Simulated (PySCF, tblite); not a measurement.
# C₃H₅BrS: dynamics, then NMR shifts on frames

Aim: move C₃H₅BrS (`C=C(Br)SC`) away from its starting geometry and see how NMR shifts follow the geometry.

The runs use tblite 0.8.0 and PySCF 2.14.0, with density-fitted response routines of our own; the level of theory stands in each step. All values are computed, except where a source is named. Atoms are numbered from 0 throughout.

## Step 1: The molecule as given

10 atoms, charge 0, multiplicity 1; geometry from: GFN2-xTB.

Bonds of the start (Å): C0–C1 1.32, C1–Br2 1.91, C1–S3 1.75, S3–C4 1.81, C0–H5 1.08, C0–H6 1.07, C4–H7 1.09, C4–H8 1.09, C4–H9 1.09.

## Step 2: Dynamics with GFN2-xTB

What the job is given:

```
{"job": {"kind": "md", "xc": "GFN2-xTB", "basis": "xTB", "temperature": 400, "steps": 2000, "every": 50, "frames": 5}, "charge": 0, "multiplicity": 1}
C      1.450525    -0.390594     0.191774
C      0.937345     0.768134    -0.189889
Br     2.060132     2.246386    -0.621604
S     -0.743404     1.224776    -0.385674
C     -1.621263    -0.310011     0.015003
H      2.514603    -0.527833     0.262672
H      0.831848    -1.231775     0.446050
H     -2.676462    -0.090015    -0.114064
H     -1.320198    -1.094784    -0.672408
H     -1.424242    -0.589630     1.045613
```

Level: GFN2-xTB Langevin dynamics, gas phase.

On the command line:

```sh
$ OMP_NUM_THREADS=1 python probes_run.py task.json out
```

One launch serves the whole session: the jobs run in the order shown.

The program printed:

```text
t/fs     T/K      E/eV
    0.0   339.0   -442.39094
   25.0   147.1   -442.08672
   50.0   316.2   -442.20831
   75.0   306.5   -442.13107
  100.0   257.6   -442.13015
  125.0   261.7   -442.07410
  150.0   154.5   -441.98471
  175.0   168.7   -441.98778
  200.0   398.5   -442.07106
  225.0   355.3   -442.01687
  250.0   527.5   -442.09566
  275.0   514.4   -441.89318
  300.0   298.6   -441.67638
  325.0   618.1   -441.93543
  350.0   390.0   -441.78544
  375.0   481.8   -442.07706
  400.0   320.9   -441.94725
  425.0   229.2   -441.84702
  450.0   345.5   -441.86775
  475.0   331.7   -441.75449
  500.0   352.9   -441.86380
  525.0   392.7   -441.76574
  550.0   373.4   -441.82850
  575.0   483.6   -441.78493
  600.0   487.8   -441.79923
  625.0   281.1   -441.69077
  650.0   612.4   -441.94886
  675.0   390.6   -441.74108
  700.0   517.5   -442.08238
  725.0   326.4   -442.10753
  750.0   350.6   -441.96385
  775.0   349.0   -442.09660
  800.0   257.8   -442.01357
  825.0   301.2   -442.01725
  850.0   366.4   -442.14254
  875.0   460.1   -442.10697
  900.0   300.5   -441.92522
  925.0   473.4   -442.00211
  950.0   377.1   -441.90150
  975.0   340.9   -441.82931
 1000.0   591.0   -442.15190
```

Wall time 9.5 s (1 thread of Arm Neoverse V1, shared host); peak memory 0.18 GiB.

Distance from the start (root mean square after alignment): 0 fs 0.00 Å, 200 fs 0.19 Å, 400 fs 0.21 Å, 600 fs 0.18 Å, 800 fs 0.30 Å, 1000 fs 0.13 Å.

Positions (Å) and forces (eV/Å) at 1000 fs:

```xyz
10

C     1.220   -0.036   -0.353   -0.106   -0.064    0.128
C     0.548    1.029    0.006   -0.202    0.763   -0.042
Br    1.486    2.717   -0.016   -0.361   -0.054   -0.017
S    -1.136    1.257    0.406   -0.178    0.562    0.277
C    -1.965   -0.377    0.429    0.467    0.755    1.627
H     2.199    0.062   -0.719    0.981   -0.032   -0.152
H     0.838   -1.006   -0.240   -0.517   -0.957   -0.112
H    -2.987   -0.110    0.795    0.801   -0.544   -0.767
H    -1.825   -0.800   -0.534   -0.508   -0.433   -0.584
H    -1.440   -0.956    1.208   -0.378    0.004   -0.358
```

## Step 3: Shielding tensors: 250 fs, PBE0/pcSseg-1

What the job is given:

```
{"job": {"kind": "nmr", "xc": "PBE0", "basis": "pcSseg-1", "pop": false}, "charge": 0, "multiplicity": 1}
C      1.508000    -0.440200    -0.014400
C      0.870000     0.721000    -0.260900
Br     1.907200     2.274500    -0.404100
S     -0.819900     1.018400    -0.379100
C     -1.620100    -0.650000    -0.351500
H      2.601600    -0.528200    -0.012400
H      0.878700    -1.277200     0.111100
H     -2.576900    -0.461800    -0.805500
H     -0.966000    -1.250100    -1.045000
H     -1.726500    -1.222600     0.629100
```

Method: GIAO PBE0/pcSseg-1 NMR shielding, non-relativistic, gas phase.

The program printed:

```text
coarse grid: 41552 points
cycle   1  E = -3088.7091614386  dE = -7.134e-01  |g| = 7.509e-01  |ddm| = 3.113e+00
cycle   2  E = -3088.6795837733  dE =  2.958e-02  |g| = 5.956e-01  |ddm| = 6.459e-01
cycle   3  E = -3088.7216291245  dE = -4.205e-02  |g| = 2.990e-01  |ddm| = 6.462e-01
cycle   4  E = -3088.7449056299  dE = -2.328e-02  |g| = 5.334e-02  |ddm| = 3.023e-01
cycle   5  E = -3088.7453556117  dE = -4.500e-04  |g| = 1.206e-02  |ddm| = 5.318e-02
cycle   6  E = -3088.7453915398  dE = -3.593e-05  |g| = 3.710e-03  |ddm| = 1.851e-02
cycle   7  E = -3088.7453952004  dE = -3.661e-06  |g| = 9.796e-04  |ddm| = 5.087e-03
final grid: 85304 points
cycle   8  E = -3088.7454098875  dE =  9.366e-08  |g| = 1.199e-03  |ddm| = 2.808e-03
cycle   9  E = -3088.7454096091  dE =  2.784e-07  |g| = 1.585e-03  |ddm| = 3.261e-03
cycle  10  E = -3088.7454102431  dE = -6.340e-07  |g| = 1.747e-04  |ddm| = 1.868e-03
cycle  11  E = -3088.7454102508  dE = -7.732e-09  |g| = 1.638e-05  |ddm| = 1.993e-04
cycle  12  E = -3088.7454102509  dE = -5.002e-11  |g| = 7.796e-06  |ddm| = 2.564e-05
converged SCF energy = -3088.7454102509

GIAO shielding tensors (ppm)
atom      isotropic    diamagn.    paramagn.     s11        s22        s33       span
  0 C       66.939     253.768    -186.829    -40.468     92.933    148.353    188.821
  1 C       32.223     257.095    -224.872    -75.983     66.120    106.532    182.516
  2 Br    1937.286    3120.466   -1183.180   1392.606   1539.504   2879.748   1487.143
  3 S      431.168    1055.015    -623.847    295.917    349.983    647.603    351.685
  4 C      156.325     251.778     -95.452    140.487    148.779    179.709     39.222
  5 H       25.255      29.092      -3.837     21.858     22.603     31.304      9.446
  6 H       27.031      33.248      -6.217     23.566     24.290     33.238      9.672
  7 H       29.383      28.973       0.410     23.918     27.012     37.218     13.300
  8 H       28.239      29.610      -1.371     23.677     27.068     33.972     10.295
  9 H       27.992      28.450      -0.458     23.876     25.159     34.940     11.063
```

Wall time 11 s (1 thread of Arm Neoverse V1, shared host); peak memory 0.66 GiB.

Shifts follow as δ = σ(reference) − σ, with reference shieldings (ppm) from runs at the same level and on the same kind of geometry: 1H TMS 31.72, 13C TMS 186.9, 33S CS2 504, 79Br HBr 2622. The references are single molecules in the gas phase. Each atom is listed at this fixed geometry, with no averaging over motion; a spectrum would average atoms that exchange fast.

```csv
atoms,environment,σ (ppm),δ (ppm)
C1,fully substituted alkene carbon,32.2,154.7
C0,terminal =CH2 carbon,66.9,120.0
C4,methyl carbon bonded to S,156.3,30.6
H5,hydrogen on a terminal =CH2 carbon,25.25,6.46
H6,hydrogen on a terminal =CH2 carbon,27.03,4.69
H9,hydrogen on a methyl carbon bonded to S,27.99,3.73
H8,hydrogen on a methyl carbon bonded to S,28.24,3.48
H7,hydrogen on a methyl carbon bonded to S,29.38,2.33
Br2,bromine bonded to C,1937,685
S3,sulfide sulfur,431,73
```

## Step 4: Shielding tensors: 425 fs, PBE0/pcSseg-1

What the job is given:

```
{"job": {"kind": "nmr", "xc": "PBE0", "basis": "pcSseg-1", "pop": false}, "charge": 0, "multiplicity": 1}
C      1.857300    -0.436500    -0.479700
C      1.010500     0.560200    -0.468200
Br     1.710200     2.430800    -0.254900
S     -0.785000     0.686800    -0.265200
C     -1.214800    -1.098500     0.150600
H      2.936700    -0.376900    -0.567000
H      1.666200    -1.468200    -0.467200
H     -2.312900    -1.147400     0.052300
H     -0.824700    -1.550500    -0.795900
H     -0.874700    -1.363600     1.144200
```

Method: GIAO PBE0/pcSseg-1 NMR shielding, non-relativistic, gas phase.

The program printed:

```text
coarse grid: 41552 points
cycle   1  E = -3088.6922562973  dE = -8.602e-01  |g| = 7.520e-01  |ddm| = 3.035e+00
cycle   2  E = -3088.6586665184  dE =  3.359e-02  |g| = 6.134e-01  |ddm| = 6.525e-01
cycle   3  E = -3088.7052222105  dE = -4.656e-02  |g| = 3.147e-01  |ddm| = 6.264e-01
cycle   4  E = -3088.7307795152  dE = -2.556e-02  |g| = 5.383e-02  |ddm| = 2.984e-01
cycle   5  E = -3088.7312366143  dE = -4.571e-04  |g| = 1.411e-02  |ddm| = 5.524e-02
cycle   6  E = -3088.7312903873  dE = -5.377e-05  |g| = 3.749e-03  |ddm| = 2.110e-02
cycle   7  E = -3088.7312941240  dE = -3.737e-06  |g| = 1.113e-03  |ddm| = 5.395e-03
final grid: 85304 points
cycle   8  E = -3088.7312955354  dE =  1.471e-07  |g| = 1.380e-03  |ddm| = 2.979e-03
cycle   9  E = -3088.7312951304  dE =  4.050e-07  |g| = 1.866e-03  |ddm| = 3.746e-03
cycle  10  E = -3088.7312959994  dE = -8.690e-07  |g| = 2.219e-04  |ddm| = 2.184e-03
cycle  11  E = -3088.7312960123  dE = -1.285e-08  |g| = 2.484e-05  |ddm| = 2.281e-04
cycle  12  E = -3088.7312960124  dE = -1.464e-10  |g| = 1.367e-05  |ddm| = 4.046e-05
converged SCF energy = -3088.7312960124

GIAO shielding tensors (ppm)
atom      isotropic    diamagn.    paramagn.     s11        s22        s33       span
  0 C       74.843     252.028    -177.185    -19.330     78.629    165.228    184.558
  1 C       26.249     255.345    -229.096    -55.592     57.392     76.947    132.539
  2 Br    1572.791    3121.111   -1548.320    749.080   1040.019   2929.274   2180.195
  3 S      357.773    1055.066    -697.293     94.502    309.367    669.449    574.947
  4 C      159.071     252.055     -92.985    133.418    163.335    180.459     47.042
  5 H       25.817      28.192      -2.375     22.674     23.942     30.836      8.162
  6 H       26.694      32.413      -5.719     24.091     25.178     30.815      6.724
  7 H       29.274      28.744       0.530     24.560     26.445     36.817     12.257
  8 H       27.414      29.657      -2.243     21.758     26.432     34.053     12.295
  9 H       28.696      30.091      -1.395     23.881     27.159     35.048     11.167
```

It took 11 s on 1 thread of Arm Neoverse V1, shared host; peak memory 0.82 GiB.

This run: δ C1 160.7, C0 112.1, C4 27.9, Br2 1049, H5 5.90, H6 5.02 ppm.

## Step 5: Shielding tensors: 625 fs, PBE0/pcSseg-1

What the job is given:

```
{"job": {"kind": "nmr", "xc": "PBE0", "basis": "pcSseg-1", "pop": false}, "charge": 0, "multiplicity": 1}
C      2.029300    -0.618200    -0.093000
C      1.153400     0.490700    -0.057400
Br     1.901800     2.324400    -0.060300
S     -0.557200     0.454500     0.210700
C     -1.194800    -1.253500    -0.339900
H      3.113500    -0.643000    -0.284500
H      1.608700    -1.520100     0.248500
H     -2.273500    -1.205900    -0.631200
H     -0.552800    -1.764600    -1.104800
H     -1.127100    -1.780500     0.640300
```

Method: GIAO PBE0/pcSseg-1 NMR shielding, non-relativistic, gas phase.

The program printed:

```text
coarse grid: 41552 points
cycle   1  E = -3088.6882028767  dE = -9.509e-01  |g| = 7.546e-01  |ddm| = 3.015e+00
cycle   2  E = -3088.6237310670  dE =  6.447e-02  |g| = 7.020e-01  |ddm| = 7.287e-01
cycle   3  E = -3088.6892765702  dE = -6.555e-02  |g| = 3.804e-01  |ddm| = 7.731e-01
cycle   4  E = -3088.7279882768  dE = -3.871e-02  |g| = 5.324e-02  |ddm| = 3.521e-01
cycle   5  E = -3088.7283906909  dE = -4.024e-04  |g| = 1.211e-02  |ddm| = 5.216e-02
cycle   6  E = -3088.7284224554  dE = -3.176e-05  |g| = 3.624e-03  |ddm| = 1.808e-02
cycle   7  E = -3088.7284259878  dE = -3.532e-06  |g| = 1.395e-03  |ddm| = 5.216e-03
final grid: 85304 points
cycle   8  E = -3088.7284156983  dE =  6.847e-07  |g| = 2.070e-03  |ddm| = 3.969e-03
cycle   9  E = -3088.7284137962  dE =  1.902e-06  |g| = 3.263e-03  |ddm| = 6.147e-03
cycle  10  E = -3088.7284169313  dE = -3.135e-06  |g| = 2.345e-04  |ddm| = 3.803e-03
cycle  11  E = -3088.7284169431  dE = -1.174e-08  |g| = 4.279e-05  |ddm| = 2.471e-04
cycle  12  E = -3088.7284169435  dE = -4.429e-10  |g| = 1.171e-05  |ddm| = 4.344e-05
converged SCF energy = -3088.7284169435

GIAO shielding tensors (ppm)
atom      isotropic    diamagn.    paramagn.     s11        s22        s33       span
  0 C       53.988     253.010    -199.022    -60.570     77.322    145.212    205.782
  1 C        9.007     255.689    -246.682    -94.629     45.292     76.359    170.988
  2 Br    1637.047    3120.837   -1483.790    921.184   1138.805   2851.151   1929.966
  3 S      392.127    1055.728    -663.600    272.514    311.661    592.207    319.694
  4 C      148.472     251.689    -103.217    114.893    149.521    181.003     66.110
  5 H       24.865      28.262      -3.397     21.019     23.332     30.245      9.227
  6 H       26.632      32.773      -6.141     22.159     24.874     32.864     10.705
  7 H       28.286      28.146       0.140     23.989     25.396     35.473     11.485
  8 H       28.372      29.149      -0.777     24.693     27.157     33.265      8.573
  9 H       27.485      29.467      -1.981     21.600     26.326     34.530     12.929
```

Wall time 11 s (1 thread of Arm Neoverse V1, shared host); peak memory 0.81 GiB.

Key values: δ C1 177.9, C0 132.9, C4 38.5, Br2 985, H5 6.85, H6 5.08 ppm.

## Step 6: Nuclear shieldings: 800 fs, PBE0/pcSseg-1

What the job is given:

```
{"job": {"kind": "nmr", "xc": "PBE0", "basis": "pcSseg-1", "pop": false}, "charge": 0, "multiplicity": 1}
C      1.766100    -0.388500    -0.154900
C      1.053600     0.686700     0.057300
Br     2.036300     2.338300     0.132500
S     -0.621700     1.048400     0.269400
C     -1.466600    -0.496400     0.363000
H      2.814400    -0.200800    -0.328400
H      1.227500    -1.306700    -0.459200
H     -2.355300    -0.336800     1.010000
H     -1.863500    -0.773100    -0.596600
H     -0.790000    -1.341300     0.772100
```

With the program's defaults for keys left out, this is: GIAO PBE0/pcSseg-1 NMR shielding, non-relativistic, gas phase.

The program printed:

```text
coarse grid: 41552 points
cycle   1  E = -3088.7060548560  dE = -6.420e-01  |g| = 7.484e-01  |ddm| = 3.131e+00
cycle   2  E = -3088.6865292950  dE =  1.953e-02  |g| = 5.593e-01  |ddm| = 6.139e-01
cycle   3  E = -3088.7223042552  dE = -3.577e-02  |g| = 2.750e-01  |ddm| = 5.831e-01
cycle   4  E = -3088.7415566782  dE = -1.925e-02  |g| = 5.108e-02  |ddm| = 2.814e-01
cycle   5  E = -3088.7419797488  dE = -4.231e-04  |g| = 1.237e-02  |ddm| = 5.107e-02
cycle   6  E = -3088.7420201199  dE = -4.037e-05  |g| = 3.163e-03  |ddm| = 1.895e-02
cycle   7  E = -3088.7420226409  dE = -2.521e-06  |g| = 9.657e-04  |ddm| = 4.540e-03
final grid: 85304 points
cycle   8  E = -3088.7420725624  dE =  1.126e-07  |g| = 1.224e-03  |ddm| = 2.883e-03
cycle   9  E = -3088.7420722356  dE =  3.268e-07  |g| = 1.650e-03  |ddm| = 3.429e-03
cycle  10  E = -3088.7420729435  dE = -7.078e-07  |g| = 1.599e-04  |ddm| = 1.957e-03
cycle  11  E = -3088.7420729499  dE = -6.493e-09  |g| = 1.531e-05  |ddm| = 1.872e-04
cycle  12  E = -3088.7420729500  dE = -4.593e-11  |g| = 4.035e-06  |ddm| = 1.823e-05
converged SCF energy = -3088.7420729500

GIAO shielding tensors (ppm)
atom      isotropic    diamagn.    paramagn.     s11        s22        s33       span
  0 C       73.737     253.382    -179.645    -31.105    103.713    148.603    179.707
  1 C       31.293     256.926    -225.633    -73.488     72.079     95.290    168.778
  2 Br    1779.138    3121.065   -1341.927   1090.094   1301.093   2946.227   1856.132
  3 S      473.622    1055.045    -581.423    316.451    379.210    725.205    408.755
  4 C      165.369     251.394     -86.025    152.994    157.641    185.472     32.478
  5 H       25.376      29.184      -3.808     21.237     22.133     32.758     11.521
  6 H       26.027      30.518      -4.491     22.891     23.480     31.711      8.821
  7 H       28.829      28.086       0.744     23.436     26.242     36.809     13.372
  8 H       29.427      30.412      -0.985     23.669     27.225     37.388     13.719
  9 H       27.854      28.574      -0.720     23.402     26.709     33.452     10.049
```

Run time: 11 s. Hardware: 1 thread of Arm Neoverse V1, shared host; peak memory 0.82 GiB.

In short: δ C1 155.6, C0 113.2, C4 21.6, Br2 843, H5 6.34, H6 5.69 ppm.

## Step 7: Shielding tensors: 1000 fs, PBE0/pcSseg-1

What the job is given:

```
{"job": {"kind": "nmr", "xc": "PBE0", "basis": "pcSseg-1", "pop": false}, "charge": 0, "multiplicity": 1}
C      1.219800    -0.036500    -0.353200
C      0.548100     1.029400     0.005900
Br     1.485500     2.717000    -0.016200
S     -1.136400     1.256600     0.406500
C     -1.965400    -0.376900     0.429400
H      2.199100     0.061600    -0.719200
H      0.838200    -1.006500    -0.240200
H     -2.987300    -0.110200     0.794700
H     -1.824600    -0.799900    -0.533900
H     -1.440400    -0.955500     1.207600
```

Method: GIAO PBE0/pcSseg-1 NMR shielding, non-relativistic, gas phase.

The program printed:

```text
coarse grid: 41552 points
cycle   1  E = -3088.7033789566  dE = -6.800e-01  |g| = 7.608e-01  |ddm| = 3.110e+00
cycle   2  E = -3088.6751964157  dE =  2.818e-02  |g| = 6.049e-01  |ddm| = 6.640e-01
cycle   3  E = -3088.7217645101  dE = -4.657e-02  |g| = 2.877e-01  |ddm| = 6.300e-01
cycle   4  E = -3088.7429829542  dE = -2.122e-02  |g| = 5.406e-02  |ddm| = 2.904e-01
cycle   5  E = -3088.7434506506  dE = -4.677e-04  |g| = 1.406e-02  |ddm| = 5.647e-02
cycle   6  E = -3088.7435036845  dE = -5.303e-05  |g| = 3.619e-03  |ddm| = 2.099e-02
cycle   7  E = -3088.7435070311  dE = -3.347e-06  |g| = 9.526e-04  |ddm| = 5.019e-03
final grid: 85304 points
cycle   8  E = -3088.7435576488  dE =  2.232e-08  |g| = 1.108e-03  |ddm| = 2.880e-03
cycle   9  E = -3088.7435574975  dE =  1.512e-07  |g| = 1.373e-03  |ddm| = 3.002e-03
cycle  10  E = -3088.7435579397  dE = -4.422e-07  |g| = 1.356e-04  |ddm| = 1.662e-03
cycle  11  E = -3088.7435579449  dE = -5.200e-09  |g| = 1.777e-05  |ddm| = 1.732e-04
cycle  12  E = -3088.7435579450  dE = -7.640e-11  |g| = 1.575e-06  |ddm| = 1.835e-05
converged SCF energy = -3088.7435579450

GIAO shielding tensors (ppm)
atom      isotropic    diamagn.    paramagn.     s11        s22        s33       span
  0 C       75.140     253.448    -178.308    -26.222     96.456    155.186    181.408
  1 C       30.993     256.353    -225.360    -68.491     72.686     88.784    157.276
  2 Br    1794.244    3120.712   -1326.468   1187.512   1259.571   2935.649   1748.136
  3 S      434.731    1054.842    -620.110    294.604    326.989    682.601    387.997
  4 C      162.533     254.249     -91.715    146.290    159.468    181.843     35.553
  5 H       26.491      30.346      -3.856     23.004     23.292     33.176     10.172
  6 H       27.256      33.112      -5.856     24.026     25.024     32.720      8.694
  7 H       28.606      27.745       0.861     23.777     25.748     36.293     12.516
  8 H       29.318      31.179      -1.861     24.253     27.815     35.886     11.633
  9 H       28.641      30.490      -1.848     23.374     27.365     35.184     11.810
```

It took 11 s on 1 thread of Arm Neoverse V1, shared host; peak memory 0.81 GiB.

In short: δ C1 155.9, C0 111.8, C4 24.4, Br2 828, H5 5.23, H6 4.46 ppm.

## Step 8: Run by run: NMR shifts

Shifts (ppm) of some atoms, chosen among heavy atoms and hydrogens apart, with basis size and wall time:

```csv
frame,C1,C0,C4,H5,H8,Br2,S3,functions,time
250 fs,154.7,120.0,30.6,6.46,3.48,685,73,141,11 s
425 fs,160.7,112.1,27.9,5.90,4.30,1049,146,141,11 s
625 fs,177.9,132.9,38.5,6.85,3.35,985,112,141,11 s
800 fs,155.6,113.2,21.6,6.34,2.29,843,30,141,11 s
1000 fs,155.9,111.8,24.4,5.23,2.40,828,69,141,11 s
```

## Step 9: What came out

| quantity | value |
| --- | --- |
| thermostat | 400 K |
| mean temperature, second half | 399 K |
| mean potential energy above the minimum | 0.45 eV |
| 13C shifts against TMS (PBE0/pcSseg-1, 250 fs) | 154.7, 120.0, 30.6 ppm |
| 1H shifts against TMS (PBE0/pcSseg-1, 250 fs) | 6.46, 4.69, 3.73, 3.48, 2.33 ppm |
| 79Br shifts against HBr (PBE0/pcSseg-1, 250 fs) | 685 ppm |
| 33S shifts against CS2 (PBE0/pcSseg-1, 250 fs) | 73 ppm |
| range of the shift of Br2 | 685 to 1049 ppm |

**Reading.** In the second half the potential energy averages 0.45 eV above the minimum; equipartition over 24 harmonic modes at 400 K would give 0.41 eV. With 10 atoms the temperature swings widely (147 to 618 K). C1 stands next to heavy halogen, whose spin-orbit shielding this run leaves out, so the computed shift lies too far downfield, most of all for carbon beside Br or I. Shifts at one fixed geometry are not the observed spectrum, which averages over the motion. In the first frame run (250 fs): The largest span, 1487 ppm, is at Br2, where the paramagnetic term is -1183 ppm. In ppm, Br2 moves most: its shift spreads over 364 ppm, from 685 (250 fs) to 1049 (425 fs). Spin-orbit coupling is left out, which matters for shieldings and couplings at and beside the heavy atoms.
